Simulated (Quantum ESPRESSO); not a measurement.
HPbNO4 in Quantum ESPRESSO: the effect of functional

The system is HPbNO4.

```
H Pb N O
1.0
     4.19923    0.11117    0.16817
     1.91600    3.89132    0.12568
     1.76085    1.25259    6.37266
H Pb N O
1 1 1 4
Cartesian
  6.1559 3.5396 4.2374
  3.9410 4.7367 5.7714
  2.1622 1.5295 2.0021
  6.1170 3.6060 5.2180
  2.2525 1.0554 0.8130
  2.1821 0.7481 2.9790
  2.0545 2.7723 2.1460
```

The cell was built by a generator and needn't be a form met in nature.

Alike in all runs:

| Property | Result |
| --- | --- |
| Program | Quantum ESPRESSO 7.5 |
| Task | band structure |
| Potentials or basis | SG15 PBE 1.2 |
| Cutoff | 1197 eV |
| Density cutoff | 4789 eV |
| k mesh | 4 × 4 × 3 |
| Occupations | fermi-dirac, width 0.05 eV |
| Spin | no spin polarisation |

```csv
functional,gap on the mesh (eV),pressure (GPa),largest force (eV/Å)
LDA,2.91,-3.8,0.64
PBEsol,2.94,-2.0,0.28
PBE,2.95,0.1,0.12
r2SCAN,?,?,?
```

Q: What does the run with functional r2SCAN give?

A: gap on the mesh 3.44 eV; pressure -3.5 GPa; largest force 0.51 eV/Å.

Caveats: all runs use coarse meshes; spin-orbit coupling is left out, which as a rule narrows the gap of such compounds by several tenths of an eV; the potentials were made for another functional, which shifts forces and pressure (some runs).

A k mesh can miss the band edges.
